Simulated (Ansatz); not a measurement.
# C₂H₉BSi: a ladder of functionals and wavefunction methods

The task here is to estimate one member of a computed series from the others.

Computed with Ansatz 0.2.0, Gaussian basis. Level: functionals in def2-TZVPP, the program's frozen cores in correlated methods.

Plan: PBE-D4, r2SCAN-D4, PBE0-D4, B3LYP-D4, ωB97X-V, ωB97M-V, B2PLYP; CCSD(T)/def2-TZVPP; MP2/def2-QZVPP; extrapolation to the limit.

### Structure used throughout

All runs share one geometry, relaxed beforehand with PBE0-D4 in a triple-zeta def2 set.

13 atoms, charge 0, spin multiplicity 1.

Atoms are counted from 1 here; the program's logs count them from 0.

Bond lengths: B1–Si2 2.009 Å, B1–H5 1.198 Å, B1–H6 1.198 Å, Si2–C3 1.879 Å, Si2–C4 1.879 Å, Si2–H7 1.503 Å, C3–H8 1.093 Å, C3–H9 1.093 Å, C3–H10 1.092 Å, C4–H11 1.092 Å, C4–H12 1.093 Å, C4–H13 1.093 Å. Angles: Si2–B1–H5 121.7°, Si2–B1–H6 121.7°, H5–B1–H6 116.5°, B1–Si2–C3 113.7°, B1–Si2–C4 113.7°, B1–Si2–H7 101.8°, C3–Si2–C4 110.5°, C3–Si2–H7 108.3°, C4–Si2–H7 108.3°, Si2–C3–H8 110.9°, Si2–C3–H9 111.1°, Si2–C3–H10 110.9°, H8–C3–H9 107.8°, H8–C3–H10 107.8°, H9–C3–H10 108.2°, Si2–C4–H11 110.9°, Si2–C4–H12 110.9°, Si2–C4–H13 111.1° and more.

Set-up of the first run:

File in.yaml:

```yaml
crystal:
  periodic: [false, false, false]
  atoms:
    - {symbol: B, position_ang: [-1.161107, 1.402678, -0.940990]}
    - {symbol: Si, position_ang: [0.241427, 0.099520, -0.331831]}
    - {symbol: C, position_ang: [1.013749, 0.539435, 1.323273]}
    - {symbol: C, position_ang: [-0.338293, -1.687509, -0.331710]}
    - {symbol: H, position_ang: [-2.024684, 1.084888, -1.708656]}
    - {symbol: H, position_ang: [-1.137402, 2.554506, -0.611217]}
    - {symbol: H, position_ang: [1.290439, 0.254664, -1.397546]}
    - {symbol: H, position_ang: [0.279970, 0.460409, 2.129691]}
    - {symbol: H, position_ang: [1.844085, -0.130349, 1.560015]}
    - {symbol: H, position_ang: [1.393786, 1.563463, 1.315766]}
    - {symbol: H, position_ang: [-0.748305, -1.963967, -1.305657]}
    - {symbol: H, position_ang: [-1.119018, -1.844454, 0.417171]}
    - {symbol: H, position_ang: [0.485653, -2.367986, -0.103308]}
basis:
  gaussian: {orbitals: def2-TZVPP}
hamiltonian: {xc: pbe, dispersion: d4}
output: {forces: true, orbitals: {seedname: orbitals}}
```

Run with:

```sh
ansatz run in.yaml --threads 4 --pin off --events-out ev --progress --plain --max-ram 10444MiB
```

Steps of the session up to this table: PBE-D4 (GGA); r2SCAN-D4 (meta-GGA); PBE0-D4 (hybrid); B3LYP-D4 (hybrid); ωB97X-V (range-separated); ωB97M-V (range-separated); B2PLYP (double hybrid); CCSD(T) in def2-TZVPP; MP2 in def2-QZVPP.

One of the session's tables, all rows but one given; the rest of the session is left out.

| method | atomisation energy (kJ/mol) |
| --- | --- |
| PBE-D4 | 4612.9 |
| r2SCAN-D4 | 4602.0 |
| PBE0-D4 | 4591.2 |
| B3LYP-D4 | 4599.3 |
| ωB97X-V | 4603.7 |
| ωB97M-V | ? |
| B2PLYP | 4544.3 |
| HF/def2-TZVPP | 3565.8 |
| MP2/def2-TZVPP | 4494.2 |
| CCSD/def2-TZVPP | 4446.2 |
| CCSD(T)/def2-TZVPP | 4486.4 |
| MP2/CBS | 4587.4 |
| CCSD(T)/CBS | 4579.7 |

Q: Estimate the row for ωB97M-V from the others.

As computed: atomisation energy (kJ/mol): 4599.8. In the column «atomisation energy (kJ/mol)» it lies between B3LYP-D4 (4599.3) and r2SCAN-D4 (4602.0).
